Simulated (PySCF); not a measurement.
# GeB+: from the state search to spectroscopic constants

One table from this session's results is given with a row withheld; the runs are named, their logs left out.

The runs use PySCF 2.14.0; Ge jorge-DZP-DKH, B jorge-DZP-DKH, spin-free X2C with a Gaussian nucleus.

The first run:

The job is set up so:

```
atoms                         : Ge, B
charge                        : 1
basis                         : Ge jorge-DZP-DKH, B jorge-DZP-DKH
Hamiltonian                   : spin-free X2C with a Gaussian nucleus
basis functions               : 58
electrons treated             : 36
masses in u                   : 73.9212, 11.0093
levels                        : PBE0, PBE, r²SCAN, MN15, M06-L, LDA, CAM-B3LYP, HF, MP2, SCS-MP2, CCSD, CCSD(T)
grid                          : 80 radial by 434 angular points
occupations                   : held fixed by the projection of orbital angular momentum
dissociation limit            : Ge+ + B, each in its ground configuration
starting distance in angstrom : 2.075
values of 2S to try           : 0, 2
```

Started as:

```bash
$ OMP_NUM_THREADS=1 python dia.py task.json out
```

Among the steps run: The job; PBE0 along the bond; Higher solutions at PBE0; PBE (GGA); r²SCAN; MN15 (hybrid meta-GGA); M06-L (meta-GGA); LDA; CAM-B3LYP; UHF (mean field); Adding correlation.

One table of the session follows, with a row left open; its other results are not shown here.

Energy (eV) from each level's lowest point:

```
R (Å)    UHF  UHF-MP2  UHF-SCS-MP2  UHF-CCSD  UHF-CCSD(T)
1.864  0.482    0.520        0.543       n/a          n/a
1.950  0.188    0.209        0.226     0.269        0.271
2.037  0.052    0.047        0.056     0.091        0.090
2.102  0.015    0.000        0.000     0.025        0.023
2.167      ?        ?            ?         ?            ?
2.232  0.000    0.070        0.036     0.006        0.009
2.319  0.005    0.154        0.099     0.047        0.056
2.427  0.027    0.258        0.181     0.129        0.145
2.557  0.075    0.379        0.282     0.244        0.271
2.730  0.161    0.529        0.413       n/a          n/a
```

**Question.** Estimate the row for R (Å) = 2.167.

Worked estimate for «UHF». A straight line through the neighbours (2.102, 0.015) and (2.232, 0.000) gives 0.015 + (0.000 − 0.015) × (2.167 − 2.102) / (2.232 − 2.102) = 0.008; a parabola fitted to 4 rows on both sides gives 0.002.

**Answer.** UHF: 0.003; UHF-MP2: 0.017; UHF-SCS-MP2: 0.001; UHF-CCSD: 0.000; UHF-CCSD(T): 0.000. In «UHF» the line misses by +0.005 and the parabola by -0.001.
